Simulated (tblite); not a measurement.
# CH12N2OSi3: the cost of one run

Computed with tblite 0.8.0 (tight binding) and PySCF 2.14.0 (DFT, with response routines of our own); each step states its level. Atoms count from 0 throughout.

### 1 The starting structure

19 atoms, charge 0, multiplicity 1; geometry from: MMFF94s geometry.

Bonds of the start (Å): C0–H7 1.09, C0–H8 1.10, C0–H9 1.11, C0–N1 1.45, N1–H10 1.02, N1–Si2 1.69, N6–H17 1.02, N6–H18 1.03, O3–Si4 1.66, Si2–H11 1.47, Si2–H12 1.48, Si2–O3 1.64, Si4–H13 1.50, Si4–H14 1.50, Si4–Si5 2.34, Si5–H15 1.49, Si5–H16 1.48, Si5–N6 1.71.

### 2 GFN2-xTB relaxation, conformer 1

What the job is given:

```
{"job": {"xc": "GFN2-xTB", "basis": "xTB", "kind": "relax"}, "charge": 0, "multiplicity": 1}
C     -2.920700    -0.167800     1.293100
N     -1.921600    -0.144900     0.241100
Si    -1.462100     1.227200    -0.626600
O     -0.144900     0.785600    -1.504400
Si     1.491000     0.617200    -1.261700
Si     1.979300    -0.660800     0.631100
N      3.646700    -0.968300     0.870500
H     -2.980400    -1.160900     1.738900
H     -2.679100     0.530100     2.103100
H     -3.924200     0.084000     0.903300
H     -2.139400    -0.878600    -0.427200
H     -1.152100     2.314200     0.318000
H     -2.600600     1.566000    -1.516400
H      2.077100    -0.043100    -2.472300
H      2.092200     1.983100    -1.158600
H      1.516500     0.006100     1.885100
H      1.375900    -2.004000     0.544200
H      3.975100    -1.627100     0.164700
H      3.761400    -1.448700     1.769800
```

Command:

```sh
OMP_NUM_THREADS=1 python ens_run.py task.json out
```

This one command runs the whole study; its stages follow in the order run.

**Question.** How long does this first job take on 1 thread of Arm Neoverse V1, shared host?

About 2.4 s.
